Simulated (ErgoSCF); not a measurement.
**BF3 (boron trifluoride) at 5 levels**

Aim: a comparison of 5 runs (HF/6-31G*, HF/6-31G**, HF/def2-SVP, PBE0/def2-SVP, B3LYP/6-31+G*) of BF3 (boron trifluoride). 

The results are computed with ErgoSCF 3.8.

## Step 1: The system as given

BF3 has 4 atoms, charge 0, and is taken as a singlet. As SMILES, `FB(F)F`. The shape is that of a GFN2-xTB optimisation.

Bond lengths: F1–B2 1.300 Å, B2–F3 1.300 Å, B2–F4 1.300 Å. Angles: F1–B2–F3 120.0°, F1–B2–F4 120.0°, F3–B2–F4 120.0°.

## Step 2: A single-point energy at HF/6-31G(d) (spherical functions) (run 1)

Input file job.ego:

```
set_nthreads(1)
scf.max_number_of_iterations = 120
basis = "6-31G*"
tmpdir = "."
scf.output_mulliken_pop = 1
scf.use_diagonalization = 1
molecule_inline
F  1.01948835 0.39489607 2.20024592
B  -0.00100155 0.00005669 0.00058582
F  -0.49654444 -2.29269132 -0.73030356
F  -0.52194236 1.89773856 -1.47052818
EOF
run "HF"
```

The basis set 6-31G* is read from a file made from the Basis Set Exchange's data (not shown).

Started as:

```sh
$ ergo job.ego
```

The program printed:

```text
[...]
INSC SCF_general constructor, number of basis functions: 56
[...]
INSC Energy   1 =       -158.83626501846
[...]
INDE E_LUMO =          0.20984090683
[...]
INSC Energy  12 =       -323.19083869437  ( diff     -0.000000000003183 )
[...]
RESC CONVERGED after  12 iterations.
RESC FINAL ENERGY:       -323.19083869437
[...]
INSC SCF: dipole_moment_x [atomic units] =      -0.00153910
INSC SCF: dipole_moment_y [atomic units] =       0.00007135
INSC SCF: dipole_moment_z [atomic units] =       0.00103841
[...]
```

It took 6.3 s on 1 thread of Arm Neoverse V2, shared host; peak memory 0.26 GiB.

## Step 3: The energy at HF/6-31G(d,p) (spherical functions) (run 2)

Input file run.inp:

```
set_nthreads(1)
molecule_inline
F  1.01948835 0.39489607 2.20024592
B  -0.00100155 0.00005669 0.00058582
F  -0.49654444 -2.29269132 -0.73030356
F  -0.52194236 1.89773856 -1.47052818
EOF
scf.output_mulliken_pop = 1
basis = "6-31G**"
tmpdir = "."
scf.max_number_of_iterations = 120
scf.use_diagonalization = 1
run "HF"
```

The basis set 6-31G** is read from a file made from the Basis Set Exchange's data (not shown).

Started as:

```sh
$ ergo < run.inp
```

The program printed:

```text
[...]
INSC SCF_general constructor, number of basis functions: 56
[...]
INSC Energy   1 =       -158.83626501846
[...]
INDE E_LUMO =          0.20984090683
[...]
INSC Energy  12 =       -323.19083869437  ( diff     -0.000000000003183 )
[...]
RESC CONVERGED after  12 iterations.
RESC FINAL ENERGY:       -323.19083869437
[...]
INSC SCF: dipole_moment_x [atomic units] =      -0.00153910
INSC SCF: dipole_moment_y [atomic units] =       0.00007135
INSC SCF: dipole_moment_z [atomic units] =       0.00103841
[...]
```

It took 6.3 s on 1 thread of Arm Neoverse V2, shared host; peak memory 0.26 GiB.

## Step 4: A single-point energy at HF/def2-SVP (run 3)

Input file run.inp:

```
set_nthreads(1)
scf.output_mulliken_pop = 1
tmpdir = "."
basis = "def2-SVP"
scf.max_number_of_iterations = 120
scf.use_diagonalization = 1
molecule_inline
F      1.01948835     0.39489607     2.20024592
B     -0.00100155     0.00005669     0.00058582
F     -0.49654444    -2.29269132    -0.73030356
F     -0.52194236     1.89773856    -1.47052818
EOF
run "HF"
```

The basis set def2-SVP is read from a file made from the Basis Set Exchange's data (not shown).

Started as:

```sh
$ ergo run.inp
```

The program printed:

```text
[...]
INSC SCF_general constructor, number of basis functions: 56
[...]
INSC Energy   1 =       -154.73733808933
[...]
INDE E_LUMO =          0.17570480386
[...]
INSC Energy  12 =       -322.93634536128  ( diff     -0.000000000003865 )
[...]
RESC CONVERGED after  12 iterations.
RESC FINAL ENERGY:       -322.93634536128
[...]
INSC SCF: dipole_moment_x [atomic units] =      -0.00163862
INSC SCF: dipole_moment_y [atomic units] =       0.00007702
INSC SCF: dipole_moment_z [atomic units] =       0.00109704
[...]
```

Run time: 5.7 s. Hardware: 1 thread of Arm Neoverse V2, shared host; peak memory 0.26 GiB.

Run 4 isn't shown in full; the table further down has it.

## Step 5: A single-point energy at B3LYP/6-31+G(d) (spherical functions) (run 5)

Input file run.inp:

```
set_nthreads("env")
XC.angint = 41
scf.output_mulliken_pop = 1
scf.use_diagonalization = 1
XC.sparse_mode = 0
XC.radint = 1e-11
basis = "6-31+G*"
charge = 0
tmpdir = "."
scf.max_number_of_iterations = 120
molecule_inline Angstrom
F        0.539490       0.208970       1.164320
B       -0.000530       0.000030       0.000310
F       -0.262760      -1.213240      -0.386460
F       -0.276200       1.004240      -0.778170
EOF
run "B3LYP-G"
```

The basis set 6-31+G* is read from a file made from the Basis Set Exchange's data (not shown).

Started as:

```sh
$ ergo run.inp
```

The program printed:

```text
[...]
INDF Weighted mixed functional:
[...]
INSC Energy   1 =       -149.59218393419
[...]
INDE E_LUMO =         -0.01669005742
[...]
INSC Energy  14 =       -324.57497098384  ( diff     -0.000000000018417 )
[...]
RESC CONVERGED after  14 iterations.
RESC FINAL ENERGY:       -324.57497098384
[...]
INSC SCF: dipole_moment_x [atomic units] =      -0.00129867
INSC SCF: dipole_moment_y [atomic units] =       0.00005522
INSC SCF: dipole_moment_z [atomic units] =       0.00091741
[...]
```

Run time: 15 s. Hardware: 1 thread of Arm Neoverse V2, shared host; peak memory 0.26 GiB.

## Step 6: Overview of the runs

```csv
run,level,integration grid,radint,energy (Eh),dipole moment (D),wall time
1,HF/6-31G* (spherical functions),–,–,-323.190839,0.00,6.3 s
2,HF/6-31G** (spherical functions),–,–,-323.190839,0.00,6.3 s
3,HF/def2-SVP,–,–,-322.936345,0.01,5.7 s
4,PBE0/def2-SVP,Turbo,1e-11,-323.993336,0.00,8.4 s
5,B3LYP/6-31+G* (spherical functions),Turbo,1e-11,-324.574971,0.00,15 s
```

## Step 7: Summary of results

| quantity | value |
| --- | --- |
| run 5: total energy | -324.57497 Eh |
| run 5: dipole moment | 0.00 D |

In words: Totals of different functionals can't be ranked against each other. All runs together took 42 s, the longest 15 s.
